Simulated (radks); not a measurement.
# Ionising xenon step by step, Xe³⁶⁺ to Xe⁵³⁺

Aim: the successive ionisation energies of xenon, each ion in the ground configuration that NIST lists, set against the tabulated values. Each value is a difference of total energies (Δ-SCF).

Method: Dirac Kohn-Sham, PBE, spin-unpolarised, spherical densities, point nucleus; open shells are shared between the two j in proportion to 2j + 1. Code: radks (a radial shooting solver on a logarithmic mesh, Libxc functionals) version 1.

## 1. The system

```
element             : xenon (Z = 54)
charges             : 36 to 53
first configuration : [Ar]
last configuration  : 1s1
```

Outer shells as boxes (Hund's rule):

Xe³⁶⁺
```
[Ne] core
3s [↑↓]
3p [↑↓][↑↓][↑↓]
```

Xe⁵³⁺
```
1s [↑ ]
```

## 2. Xe³⁶⁺, [Ar]

Settings of this run:

```text
Z 54
configuration [Ar]
relativity Dirac
functional pbe,pbe
spin unpolarised
j_filling average
nucleus point
c 137.035999084
```

## 3. Xe³⁷⁺, [Ne] 3s2 3p5

Settings, as their differences from step 2:

```diff
@@ -1,3 +1,3 @@
 Z 54
-configuration [Ar]
+configuration [Ne] 3s2 3p5
 relativity Dirac
```

## 4. Xe³⁸⁺, [Ne] 3s2 3p4

Settings, as their differences from step 3:

```diff
@@ -1,3 +1,3 @@
 Z 54
-configuration [Ne] 3s2 3p5
+configuration [Ne] 3s2 3p4 4s0 3d0
 relativity Dirac
```

## 5. Xe³⁹⁺, [Ne] 3s2 3p3

Settings, as their differences from step 4:

```diff
@@ -1,3 +1,3 @@
 Z 54
-configuration [Ne] 3s2 3p4 4s0 3d0
+configuration [Ne] 3s2 3p3
 relativity Dirac
```

## 6. Xe⁴⁰⁺, [Ne] 3s2 3p2

Settings, as their differences from step 5:

```diff
@@ -1,3 +1,3 @@
 Z 54
-configuration [Ne] 3s2 3p3
+configuration [Ne] 3s2 3p2
 relativity Dirac
```

## 7. Xe⁴¹⁺, [Ne] 3s2 3p1

Settings, as their differences from step 6:

```diff
@@ -1,3 +1,3 @@
 Z 54
-configuration [Ne] 3s2 3p2
+configuration [Ne] 3s2 3p1
 relativity Dirac
```

## 8. Xe⁴²⁺, [Ne] 3s2

Settings, as their differences from step 7:

```diff
@@ -1,3 +1,3 @@
 Z 54
-configuration [Ne] 3s2 3p1
+configuration [Ne] 3s2
 relativity Dirac
```

## 9. Xe⁴³⁺, [Ne] 3s1

Settings, as their differences from step 8:

```diff
@@ -1,3 +1,3 @@
 Z 54
-configuration [Ne] 3s2
+configuration [Ne] 3s1
 relativity Dirac
```

## 10. Xe⁴⁴⁺, [Ne]

Settings, as their differences from step 9:

```diff
@@ -1,3 +1,3 @@
 Z 54
-configuration [Ne] 3s1
+configuration [Ne] 3s0 3p0
 relativity Dirac
```

## 11. Xe⁴⁵⁺, [He] 2s2 2p5

Settings, as their differences from step 10:

```diff
@@ -1,3 +1,3 @@
 Z 54
-configuration [Ne] 3s0 3p0
+configuration [He] 2s2 2p5
 relativity Dirac
```

## 12. Xe⁴⁶⁺, [He] 2s2 2p4

Settings, as their differences from step 11:

```diff
@@ -1,3 +1,3 @@
 Z 54
-configuration [He] 2s2 2p5
+configuration [He] 2s2 2p4 3s0 3p0
 relativity Dirac
```

## 13. Xe⁴⁷⁺, [He] 2s2 2p3

Settings, as their differences from step 12:

```diff
@@ -1,3 +1,3 @@
 Z 54
-configuration [He] 2s2 2p4 3s0 3p0
+configuration [He] 2s2 2p3
 relativity Dirac
```

## 14. Xe⁴⁸⁺, [He] 2s2 2p2

Settings, as their differences from step 13:

```diff
@@ -1,3 +1,3 @@
 Z 54
-configuration [He] 2s2 2p3
+configuration [He] 2s2 2p2
 relativity Dirac
```

## 15. Xe⁴⁹⁺, [He] 2s2 2p1

Settings, as their differences from step 14:

```diff
@@ -1,3 +1,3 @@
 Z 54
-configuration [He] 2s2 2p2
+configuration [He] 2s2 2p1
 relativity Dirac
```

## 16. Xe⁵⁰⁺, [He] 2s2

Settings, as their differences from step 15:

```diff
@@ -1,3 +1,3 @@
 Z 54
-configuration [He] 2s2 2p1
+configuration [He] 2s2
 relativity Dirac
```

## 17. Xe⁵¹⁺, [He] 2s1

Settings, as their differences from step 16:

```diff
@@ -1,3 +1,3 @@
 Z 54
-configuration [He] 2s2
+configuration [He] 2s1 2p0 3s0
 relativity Dirac
```

## 18. Xe⁵²⁺, [He]

Settings, as their differences from step 17:

```diff
@@ -1,3 +1,3 @@
 Z 54
-configuration [He] 2s1 2p0 3s0
+configuration [He] 2s0 2p0
 relativity Dirac
```

## 19. Xe⁵³⁺, 1s1

Settings, as their differences from step 18:

```diff
@@ -1,3 +1,3 @@
 Z 54
-configuration [He] 2s0 2p0
+configuration 1s1
 relativity Dirac
```

Before running it: what results should come out? Wanted: for each run, species; configuration; Δ-SCF; −ε(HOMO); NIST; error.

The runs gave:

```csv
species,configuration,Δ-SCF (eV),−ε(HOMO) (eV),NIST (eV),error (%)
Xe³⁶⁺,[Ar],2587.3,2518.8,2556 (theory),+1.2
Xe³⁷⁺,[Ne] 3s2 3p5,2671.9,2602.7,2637 (theory),+1.3
Xe³⁸⁺,[Ne] 3s2 3p4,2757.1,2687.2,2726 (theory),+1.1
Xe³⁹⁺,[Ne] 3s2 3p3,2842.8,2772.3,2811 (theory),+1.1
Xe⁴⁰⁺,[Ne] 3s2 3p2,2928.8,2857.7,2975 (theory),-1.6
Xe⁴¹⁺,[Ne] 3s2 3p1,3015.0,2943.3,3068 (theory),-1.7
Xe⁴²⁺,[Ne] 3s2,3256.5,3215.4,3243 (theory),+0.4
Xe⁴³⁺,[Ne] 3s1,3338.9,3297.6,3333.8 (semi-emp.),+0.2
Xe⁴⁴⁺,[Ne],7788.6,7556.8,7660 (theory),+1.7
Xe⁴⁵⁺,[He] 2s2 2p5,8027.7,7792.6,7889 (theory),+1.8
Xe⁴⁶⁺,[He] 2s2 2p4,8268.8,8030.5,8144 (theory),+1.5
Xe⁴⁷⁺,[He] 2s2 2p3,8511.6,8270.3,8382 (theory),+1.5
Xe⁴⁸⁺,[He] 2s2 2p2,8755.6,8511.6,8971 (theory),-2.4
Xe⁴⁹⁺,[He] 2s2 2p1,9000.1,8753.7,9243 (theory),-2.6
Xe⁵⁰⁺,[He] 2s2,9614.5,9511.8,9581 (theory),+0.3
Xe⁵¹⁺,[He] 2s1,9814.3,9716.0,9810.4 (theory),+0.0
Xe⁵²⁺,[He],40449,40015,40271.7 (theory),+0.4
Xe⁵³⁺,1s1,41259,40876,41299.9 (theory),-0.1
```

**Reading.** Reference values: NIST Atomic Spectra Database (exp. measured, semi-emp. semi-empirical, theory a theoretical value adopted there). Per unit of the charge left behind, the cost jumps most at Xe⁵²⁺ ([He]): from 9814.3 to 40449 eV. There the highest level belongs to another shell. Minus the highest eigenvalue gives 97 to 99 % of the Δ-SCF value along the ladder. Spin polarisation and multiplet splitting are left out, so open shells lie too high by an amount that depends on their filling. Sharing an open shell by 2j + 1 raises it above the true ground level by a part of the spin-orbit splitting, which enters the differences from NIST. Nuclear size, the Breit interaction and QED, all absent here, shift the 1s and 2s values of heavy ions.
